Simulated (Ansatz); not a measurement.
**TaC (sextet): the correlation ladder, def2-TZVPP**

An exercise on one series of results from a longer session: the logs are not shown, and one member is left open.

The runs use Ansatz 0.2.0, Gaussian basis; def2-TZVPP, core rule «outside noble gas», up to 5 orbitals frozen.

To be run: UHF; ROHF; CCSD(T) on UHF.

### What is computed

The geometry is a PBE0/def2-TZVP stationary point (not a proven minimum) of the parent state, kept for this charge and spin. No spin-orbit coupling is included. Elements past krypton take def2 core potentials.

2 atoms, charge 0, spin multiplicity 6.

Atoms are counted from 1 here; the program's logs count them from 0.

Bond lengths: Ta1–C2 1.764 Å.

The first run:

in.yaml reads:

```yaml
crystal:
  periodic: [false, false, false]
  atoms:
    - {symbol: Ta, position_ang: [0.000000, 0.000000, 0.000000]}
    - {symbol: C, position_ang: [0.000000, 0.000000, 1.764200]}
basis:
  gaussian: {orbitals: def2-TZVPP}
magnetization: {spin_polarized: true, initial_magnetization: 5}
hamiltonian: {xc: hf}
output: {orbitals: {seedname: orbitals}}
```

Started as:

```sh
$ ansatz run in.yaml --threads 1 --pin off --events-out ev --progress --plain --max-ram 4096MiB --backend cpu
```

Steps of the session up to this table: UHF; ROHF; CCSD(T) on UHF.

One of the session's tables, all rows but one given; the rest of the session is left out.

It belongs to the step «Misses and costs». 

| method | from UCCSD(T) (kcal/mol) |
| --- | --- |
| ROHF | +151.23 |
| UHF | +145.80 |
| UMP2 | ? |
| UCCSD | +8.78 |
| UCCSD(T) | 0 |

**Question.** Estimate the row for UMP2.

As computed: from UCCSD(T) (kcal/mol): +18.63. In the column «from UCCSD(T) (kcal/mol)» it lies between UCCSD (+8.78) and UHF (+145.80).
